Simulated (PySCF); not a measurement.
# F2GeH4Si: the cost of one run

Computed with PySCF 2.14.0, with density-fitted response routines of our own, on a single molecule in the gas phase. Atoms are numbered from 0 throughout.

## (1) The starting structure

8 atoms, charge 0, multiplicity 1; geometry from: GFN2-xTB. The atoms were then displaced at random by about 0.01 Å, so the start is not that level's minimum.

Bonds of the start (Å): F0–Ge1 1.75, Ge1–F2 1.78, Ge1–Si3 2.42, Ge1–H4 1.52, Si3–H5 1.45, Si3–H6 1.45, Si3–H7 1.46.

## (2) Relaxing the molecule at PBE0-D3(BJ)/def2-SVP

What the job is given:

```
{"job": {"xc": "PBE0", "basis": "def2-SVP", "d3": "d3bj", "grid": 1, "shake": 0.01, "kind": "geom"}, "charge": 0, "multiplicity": 1}
F     -1.637740     1.254580    -0.940830
Ge    -1.070540     0.033210     0.170180
F     -1.721280    -1.401010    -0.658600
Si     1.345700    -0.012140     0.043660
H     -2.146100     0.167190     1.239870
H      1.765440    -1.136870     0.855980
H      1.816970     1.243660     0.598910
H      1.702690    -0.167760    -1.361630
```

On the command line:

```sh
> OMP_NUM_THREADS=1 python probes_run.py task.json out
```

The driver reads the jobs from task.json and runs them one after another.

**Question.** How long does this first job take on 1 thread of Arm Neoverse V1, shared host, and how much memory does it need?

About 23 s, with a peak of 0.41 GiB.
